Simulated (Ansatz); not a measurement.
# Si2Ge: the cost of one run

Computed with Ansatz 0.2.0 (DFT PBE, scalar-relativistic, plane waves, PAW, unless a step's input says otherwise).

## 1. The structure to begin with

Symmetry: P-6m2, No. 187, hexagonal system. Conventional cell: a = 2.892 Å, b = 2.892 Å, c = 13.713 Å, α = 90.00°, β = 90.00°, γ = 120.00°. Around Si (site symmetry -6m2) lie 12 Si at 2.83 to 2.89 Å. Around Si (site symmetry 3m) lie 3 Ge at 2.83 Å and 9 Si at 2.83 to 2.89 Å. Si (site symmetry -6m2) is surrounded by 6 Ge at 2.83 Å and 6 Si at 2.89 Å. Around Ge (site symmetry 3m) lie 6 Si at 2.83 Å and 6 Ge at 2.89 Å.

Coordinates:

```cif
data_structure
_symmetry_space_group_name_H-M 'P 1'
_symmetry_Int_Tables_number 1
_cell_length_a 2.8924
_cell_length_b 2.8924
_cell_length_c 13.7129
_cell_angle_alpha 90.000
_cell_angle_beta 90.000
_cell_angle_gamma 120.000
_cell_volume 99.35
loop_
_atom_site_label
_atom_site_type_symbol
_atom_site_fract_x
_atom_site_fract_y
_atom_site_fract_z
_atom_site_occupancy
Si1 Si 0.33333 0.66667 0.00000 1
Si2 Si 0.66667 0.33333 0.83333 1
Si3 Si 0.66667 0.33333 0.16667 1
Si4 Si 0.66667 0.33333 0.50000 1
Ge1 Ge 0.33333 0.66667 0.66667 1
Ge2 Ge 0.33333 0.66667 0.33333 1
```

The start is an ordering of an alloy on its end members' structure types: elements ordered on the sites of the Hf type, Si/Ge on Hf (P-6m2, No. 187).

## 2. The guess as it stands, on a coarse mesh

The input, input.yaml:

```yaml
crystal:
  lattice:
    - [2.89240874, 0.0, 0.0]
    - [-1.44620437, 2.50489945, 0.0]
    - [0.0, 0.0, 13.71293616]
  atoms:
    - { symbol: Si, position: [0.33333333, 0.66666667, 0.0] }
    - { symbol: Si, position: [0.66666667, 0.33333333, 0.83333333] }
    - { symbol: Si, position: [0.66666667, 0.33333333, 0.16666667] }
    - { symbol: Si, position: [0.66666667, 0.33333333, 0.5] }
    - { symbol: Ge, position: [0.33333333, 0.66666667, 0.66666667] }
    - { symbol: Ge, position: [0.33333333, 0.66666667, 0.33333333] }
basis:
  ecutwfc: 420
kpoints:
  mp_grid: { grid: [6, 6, 2] }
hamiltonian:
  xc: pbe
scf:
  occupations: { method: gaussian, width: 0.1 }
  lower_state_search: "off"
output:
  forces: true
  stress: true
  eigenvalues: true
```

Launch:

```console
> ansatz run input.yaml --threads 1 --pin off --max-ram 2560MiB --backend cpu --events-out ev --progress --plain --runs-dir out
```

What time and memory should one allow on 1 thread of Intel Xeon 6975P-C (Granite Rapids), shared host?

About 2.2 s, with a peak of 0.36 GiB.
